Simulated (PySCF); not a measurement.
# C₄H₅BrF₂O: electronic excitations

Aim: predict the electronic excitations of C₄H₅BrF₂O (`C[C@@](F)(CF)C(=O)Br`).

Programs: PySCF 2.14.0, with density-fitted response routines of our own. Each step states its level of theory. These are calculated values for one molecule in the gas phase, unless marked as measured. Atoms count from 0, in the outputs and in this text.

## (1) Starting geometry

13 atoms, charge 0, multiplicity 1; geometry from: GFN2-xTB.

Bonds of the start (Å): C0–C1 1.53, C1–F2 1.38, C1–C3 1.54, C3–F4 1.37, C1–C5 1.52, C5–O6 1.17, C5–Br7 1.96, C0–H8 1.09, C0–H9 1.09, C0–H10 1.09, C3–H11 1.09, C3–H12 1.09.

## (2) Excited states and response: CAM-B3LYP/def2-SVPD

What the job is given:

```
{"job": {"kind": "uv", "xc": "CAM-B3LYP", "basis": "def2-SVPD", "nstates": 8, "ntriplets": 3}, "charge": 0, "multiplicity": 1}
C     -0.843871    -0.890784    -0.740733
C     -0.113732    -0.164772     0.386621
F     -0.292180    -0.892842     1.548018
C      1.393825    -0.065158     0.109260
F      1.991731     0.826433     0.952726
C     -0.719357     1.202454     0.650162
O     -1.278874     1.582647     1.609761
Br    -0.513557     2.394031    -0.889040
H     -0.393007    -1.870365    -0.881672
H     -0.783257    -0.329981    -1.668378
H     -1.888186    -1.026133    -0.466517
H      1.855957    -1.041776     0.284996
H      1.580118     0.276731    -0.912932
```

Level: TDDFT CAM-B3LYP/def2-SVPD, vertical, gas phase, core orbitals frozen in the response.

Command:

```console
> OMP_NUM_THREADS=1 python probes_run.py task.json out
```

The driver reads the jobs from task.json and runs them one after another.

The program printed:

```text
coarse grid: 56192 points
cycle   1  E = -3003.6201548914  dE =  1.833e-01  |g| = 1.090e+00  |ddm| = 5.395e+00
cycle   2  E = -3003.1363131323  dE =  4.838e-01  |g| = 2.010e+00  |ddm| = 3.740e+00
cycle   3  E = -3003.8542963993  dE = -7.180e-01  |g| = 1.710e-01  |ddm| = 2.403e+00
cycle   4  E = -3003.8586281139  dE = -4.332e-03  |g| = 1.001e-01  |ddm| = 2.992e-01
cycle   5  E = -3003.8604267406  dE = -1.799e-03  |g| = 1.472e-02  |ddm| = 1.055e-01
cycle   6  E = -3003.8604738592  dE = -4.712e-05  |g| = 5.702e-03  |ddm| = 3.477e-02
cycle   7  E = -3003.8604827433  dE = -8.884e-06  |g| = 1.693e-03  |ddm| = 1.180e-02
final grid: 119184 points
cycle   8  E = -3003.8604559385  dE = -8.586e-07  |g| = 1.734e-03  |ddm| = 1.049e-02
cycle   9  E = -3003.8604557706  dE =  1.679e-07  |g| = 2.163e-03  |ddm| = 4.644e-03
cycle  10  E = -3003.8604566211  dE = -8.505e-07  |g| = 2.771e-04  |ddm| = 2.443e-03
cycle  11  E = -3003.8604566415  dE = -2.040e-08  |g| = 1.440e-04  |ddm| = 5.348e-04
cycle  12  E = -3003.8604566512  dE = -9.697e-09  |g| = 3.749e-05  |ddm| = 4.655e-04
cycle  13  E = -3003.8604566515  dE = -3.288e-10  |g| = 8.064e-06  |ddm| = 7.755e-05
converged SCF energy = -3003.8604566515

Static polarisability (au): isotropic 73.855, principal 64.554 72.333 84.677

Singlet excitations
state   eV       nm        f      main configurations
  1   4.9011    253.0   0.00011   H->L 0.75, H-2->L 0.21
  2   6.0326    205.5   0.00002   H-2->L 0.77, H->L 0.22
  3   6.1806    200.6   0.00127   H-1->L 0.71, H->L+1 0.24
  4   6.5532    189.2   0.00722   H-1->L+1 0.31, H->L+1 0.27, H-2->L+1 0.27
  5   6.5768    188.5   0.00292   H-1->L+1 0.60, H-2->L+1 0.18, H->L+1 0.10
  6   7.6209    162.7   0.28619   H-3->L 0.35, H-2->L+1 0.28, H->L+1 0.16
  7   7.9036    156.9   0.14034   H-3->L 0.60, H-2->L+1 0.15, H->L+1 0.09
  8   8.1448    152.2   0.06920   H->L+2 0.62, H->L+4 0.10

Triplet excitations (Tamm-Dancoff, eV): 4.4142 5.5017 5.7447
```

It took 40 s on 1 thread of AMD EPYC 9R14, shared host; peak memory 1 GiB.

The orbitals next to the gap, with their largest atomic shares:

```csv
orbital,eV,atoms
HOMO−3,-11.70,"F4 24 %, F2 22 %, C1 17 %"
HOMO−2,-10.34,"Br7 57 %, O6 14 %, C5 11 %"
HOMO−1,-10.27,"Br7 81 %, C5 9 %, O6 7 %"
HOMO,-9.98,"Br7 53 %, O6 32 %, C5 6 %"
LUMO,-0.46,"C5 40 %, O6 33 %, Br7 10 %"
LUMO+1,0.36,"Br7 62 %, C5 23 %, O6 7 %"
LUMO+2,0.99,"Br7 20 %, C0 16 %, C3 12 %"
```

With each of the 8 states as a Gaussian band of 0.4 eV half-width at 1/e, the curve within the window shown has maxima at 189 nm (ε 440), 161 nm (ε 16,000) L/(mol cm). Beyond the last state computed it falls off for lack of states. The curve at chosen wavelengths:

| nm | ε (L/mol/cm) |
| --- | --- |
| 147 | 2674 |
| 153 | 9649 |
| 158 | 15466 |
| 164 | 14558 |
| 170 | 6747 |
| 175 | 2186 |
| 181 | 547 |
| 186 | 433 |
| 192 | 421 |
| 198 | 290 |
| 203 | 169 |
| 209 | 73 |
| 215 | 27 |
| 220 | 11 |
| 226 | 4 |
| 232 | 2 |
| 237 | 2 |
| 243 | 3 |
| 249 | 4 |
| 254 | 4 |
| 260 | 4 |
| 265 | 3 |
| 271 | 2 |
| 277 | 1 |
| 282 | 1 |
| 288 | 0 |

Further results of this job:

```csv
property,computed
dipole moment (D),4.23
polarisability (Å³),10.94
HOMO–LUMO gap (eV),9.51
−ε(HOMO) (eV),9.98
```

## (3) What came out

```
                                quantity                        value
    lowest singlet (CAM-B3LYP/def2-SVPD)  4.90 eV (253 nm), f = 0.000
brightest single state of those computed  state 6, 7.62 eV, f = 0.286
                          lowest triplet                      4.41 eV
```

In words: The lowest singlet, at 4.90 eV, is HOMO→LUMO 0.75, HOMO−2→LUMO 0.21 and is dark; of the 8 states computed, the strongest absorption comes from state 6 at 7.62 eV. The lowest triplet lies 0.49 eV below the lowest singlet (triplets in Tamm-Dancoff, singlets in full TDDFT).
